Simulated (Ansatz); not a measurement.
# Y4I: the cost of one run

Method: DFT PBE, scalar-relativistic, plane waves, PAW, in Ansatz 0.2.0.

### 1 The system as given

The structure is cubic, space group P-43m (No. 215). The conventional cell has a = 6.290 Å, b = 6.290 Å, c = 6.290 Å, α = 90.00°, β = 90.00°, γ = 90.00°. Y (site symmetry 3m) is surrounded by 1 I at 2.72 Å. I (site symmetry -43m) has 4 Y at 2.72 Å as nearest neighbours.

Structure file:

```cif
data_structure
_symmetry_space_group_name_H-M 'P-43m'
_symmetry_Int_Tables_number 215
_cell_length_a 6.2900
_cell_length_b 6.2900
_cell_length_c 6.2900
_cell_angle_alpha 90.000
_cell_angle_beta 90.000
_cell_angle_gamma 90.000
_cell_volume 248.86
loop_
_atom_site_label
_atom_site_type_symbol
_atom_site_symmetry_multiplicity
_atom_site_Wyckoff_symbol
_atom_site_fract_x
_atom_site_fract_y
_atom_site_fract_z
_atom_site_occupancy
Y1 Y 4 e 0.25000 0.25000 0.25000 1
I1 I 1 a 0.00000 0.00000 0.00000 1
```

Recipe of the guess: ordered vacancies on the anion sites of cuprite (P-43m, No. 215). Its size is a rough estimate.

### 2 A first look at the guess

Input file input.yaml:

```yaml
crystal:
  lattice:
    - [6.28999723, 0.0, 0.0]
    - [0.0, 6.28999723, 0.0]
    - [0.0, 0.0, 6.28999723]
  atoms:
    - { symbol: "Y", position: [0.25, 0.25, 0.25] }
    - { symbol: "Y", position: [0.75, 0.75, 0.25] }
    - { symbol: "Y", position: [0.75, 0.25, 0.75] }
    - { symbol: "Y", position: [0.25, 0.75, 0.75] }
    - { symbol: I, position: [0.0, 0.0, 0.0] }
basis:
  ecutwfc: 420
kpoints:
  mp_grid: { grid: [4, 4, 4] }
hamiltonian:
  xc: pbe
scf:
  occupations: { method: gaussian, width: 0.1 }
  lower_state_search: "off"
output:
  forces: true
  stress: true
  eigenvalues: true
```

Started as:

```
> ansatz run input.yaml --threads 1 --pin off --max-ram 2048MiB --backend cpu --events-out ev --progress --plain --runs-dir out
```

**Question.** How long does this run take on 1 thread of Arm Neoverse V1, shared host, and how much memory does it need?

About 7.4 s, with a peak of 0.41 GiB.
